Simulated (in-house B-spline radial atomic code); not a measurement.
**Eu⁶¹⁺: ionisation energy by several methods**

Aim: the ionisation energy of Eu⁶¹⁺ by several methods, each as the difference of two self-consistent energies (Eu⁶¹⁺ and the next ion, 1s1).

Program: in-house B-spline radial atomic code version 1. Level of theory: Dirac-Coulomb, several functionals; spherical all-electron atom at the radial basis limit. These are calculated values, not measurements, unless marked.

### Step 1. Starting point

- element: europium (Z = 63)
- charge: +61
- electrons: 2
- configuration: 1s2
- nucleus: Fermi, rms radius 5.112 fm

### Step 2. RPBE, a GGA

Input settings:

```ini
Z = 63
electrons = 2.0
configuration = 1s2
hamiltonian = dirac
method = rpbe,pbe
spin_polarised = False
nucleus = fermi
rms_radius = 5.1115
mass_number = 153
atomic_mass = 152.921236789
speed_of_light = 137.035999084
```

### Step 3. BP86, a GGA

Settings: those of step 2 with these lines changed.

```diff
@@ -4,3 +4,3 @@
 hamiltonian = dirac
-method = rpbe,pbe
+method = b88,p86
 spin_polarised = False
```

### Step 4. OLYP, a GGA

Settings: those of step 3 with these lines changed.

```diff
@@ -4,3 +4,3 @@
 hamiltonian = dirac
-method = b88,p86
+method = optx,lyp
 spin_polarised = False
```

The tabulated ionisation energy is 55865.9 ± 0.08 eV (tabulated theoretical; NIST Atomic Spectra Database). What does each method give, and which comes nearest?

**Answer**, as computed:

| method | rung | total energy (hartree) | ΔSCF (eV) | with Breit, QED, recoil (eV) | −ε highest (eV) | corrected ΔSCF less tabulated (eV) |
| --- | --- | --- | --- | --- | --- | --- |
| RPBE | GGA | -4161.1420 | 56127.2 | 55984.0 | 55606.7 (1s1/2) | +118.0 |
| BP86 | GGA | -4161.1636 | 56128.7 | 55985.5 | 55609.3 (1s1/2) | +119.6 |
| OLYP | GGA | -4160.9121 | 56123.0 | 55979.9 | 55605.0 (1s1/2) | +114.0 |

What this shows: The tabulated ionisation energy is 55865.9 ± 0.08 eV (tabulated theoretical; NIST Atomic Spectra Database). OLYP comes nearest (+114.0 eV) and BP86 is farthest (+119.6 eV, 0.21 %). All methods miss on the same side by much the same amount, which points to something that they share. Open shells are averaged (over orientations, and over spins where the run is restricted), while tables refer to the lowest levels.

Members of this set that are not shown: 1 used exact exchange with fractional occupations of an open shell, which is unsound here.
